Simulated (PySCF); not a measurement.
# C2H14Ge2SSi2: the cost of one run

Computed with PySCF 2.14.0; each step states its level. No surroundings beyond the atoms listed, unless a continuum is named. Atoms count from 0, parts from 1.

## Step 1: The system as given

Each species was relaxed by itself at GFN2-xTB.

## Step 2: Energies of the species: PBE0-D3(BJ)/def2-SVPD

Job settings and geometry (Å):

```
{"job": {"kind": "react", "xc": "PBE0", "basis": "def2-SVPD", "disp": "d3bj"}, "charge": 0, "multiplicity": 1}
-1 C2H14Ge2SSi2 charge 0 multiplicity 1
Si     2.847850    -0.878570     0.008240
C      1.846690     0.229710     1.175020
Ge    -0.021260     0.536580     0.536390
S     -0.967140     1.870100     2.080360
Ge    -0.035590     1.604840    -1.643700
C     -1.023550    -1.196720     0.470090
Si    -2.799870    -1.040620    -0.172690
H      2.752470    -0.344470    -1.357750
H      2.301750    -2.239710     0.034520
H      4.243510    -0.894660     0.450240
H      2.335210     1.199750     1.272360
H      1.808230    -0.205240     2.173550
H     -1.973110     2.241180     1.302470
H      1.151600     2.490130    -1.902060
H     -1.223800     2.492220    -1.908680
H     -0.029940     0.624790    -2.781980
H     -0.454800    -1.860900    -0.179490
H     -1.018910    -1.637810     1.466220
H     -3.609680    -0.280920     0.785860
H     -3.358660    -2.382560    -0.349270
H     -2.770990    -0.327120    -1.459710

-1 H2 charge 0 multiplicity 1
H      0.388120     0.007240     0.011100
H     -0.388120    -0.007240    -0.011100

+1 C2H14Ge2Si2 charge 0 multiplicity 1
Si    -3.300040    -0.021210     0.083330
C     -1.701710    -1.038810     0.151680
Ge    -0.059330    -0.020240    -0.313960
Ge     0.322850     1.878240     1.089610
C      1.525350    -1.218250    -0.285560
Si     3.105250    -0.368600    -0.897860
H     -3.279290     0.996560     1.139150
H     -3.423930     0.620980    -1.228440
H     -4.432540    -0.928370     0.298980
H     -1.578790    -1.456200     1.151860
H     -1.776420    -1.884640    -0.532160
H     -0.234320     0.472890    -1.748170
H      1.286420     1.607160     2.214450
H      0.915390     3.071310     0.394740
H     -0.886230     2.431400     1.789900
H      1.319340    -2.101530    -0.889450
H      1.672220    -1.566430     0.737730
H      2.959070    -0.038630    -2.318300
H      3.335630     0.855430    -0.120400
H      4.231090    -1.291060    -0.717140

+1 H2S charge 0 multiplicity 1
S      0.000690     0.612230     0.013230
H     -0.957720    -0.305010    -0.009750
H      0.957030    -0.307230    -0.003470
```

Level: PBE0-D3(BJ)/def2-SVPD reaction energy of separated species, gas phase.

Command:

```
> OMP_NUM_THREADS=1 python cluster_run.py task.json out
```

One launch serves the whole session: the jobs run in the order shown.

**Question.** How long does this first job take on 1 thread of Intel Xeon at 2.70GHz, shared host, and how much memory does it need?

About 2.6 min, with a peak of 1.3 GiB.
